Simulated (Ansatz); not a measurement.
# Ca: the cost of one run

Method: DFT PBEsol, scalar-relativistic, plane waves, PAW, in Ansatz 0.2.0.

The COD cell was measured well above room temperature, so it is larger than a cold one.

### 1 Starting point

Symmetry: P6_3/mmc, No. 194, hexagonal system. The conventional cell has a = 3.980 Å, b = 3.980 Å, c = 6.520 Å, α = 90.00°, β = 90.00°, γ = 120.00°. Ca (site symmetry -6m2) is surrounded by 12 Ca at 3.98 to 3.99 Å.

Structure file:

```
CELL_PARAMETERS angstrom
3.98000 0.00000 0.00000
-1.99000 3.44678 0.00000
0.00000 0.00000 6.52000
ATOMIC_POSITIONS crystal
Ca 0.33333 0.66667 0.25000
Ca 0.66667 0.33333 0.75000
```

The cell is taken as given, not relaxed at this level.

### 2 The reference cell

Reference values: F = -3587.4325 eV; pressure -1.42 GPa; largest force 0.000 eV/Å; gap on the mesh none (metal). It was computed beforehand with the settings of the runs below.

### 3 The scan: an energy map of one atom

Atom 1 (Ca) is moved by p along (1.000, 0.000, 0.000) and q along (0.000, 0.000, 1.000) (Å), all else fixed; its images in the other cells move with it. Points alike by symmetry are run once.

### 4 p = -0.200, q = -0.200

Input file input.yaml:

```yaml
crystal:
  lattice:
    - [3.9799995206, 0.0, 0.0]
    - [-1.9899997603, 3.4467806919, 0.0]
    - [0.0, 0.0, 6.52]
  atoms:
    - { symbol: Ca, position: [0.283082071, 0.6666666667, 0.2193251534] }
    - { symbol: Ca, position: [0.6666666667, 0.3333333333, 0.75] }
basis:
  ecutwfc: 420
kpoints:
  mp_grid: { grid: [12, 12, 8] }
hamiltonian:
  xc: pbesol
scf:
  occupations: { method: gaussian, width: 0.15 }
output:
  forces: true
  stress: true
  eigenvalues: true
```

Command:

```sh
ansatz run input.yaml --threads 1 --pin off --max-ram 2560MiB --backend cpu --events-out ev --progress --plain --runs-dir out
```

Q: Estimate wall time and peak memory on 1 thread of Arm Neoverse V2, shared host.

About 29 s, with a peak of 0.78 GiB.
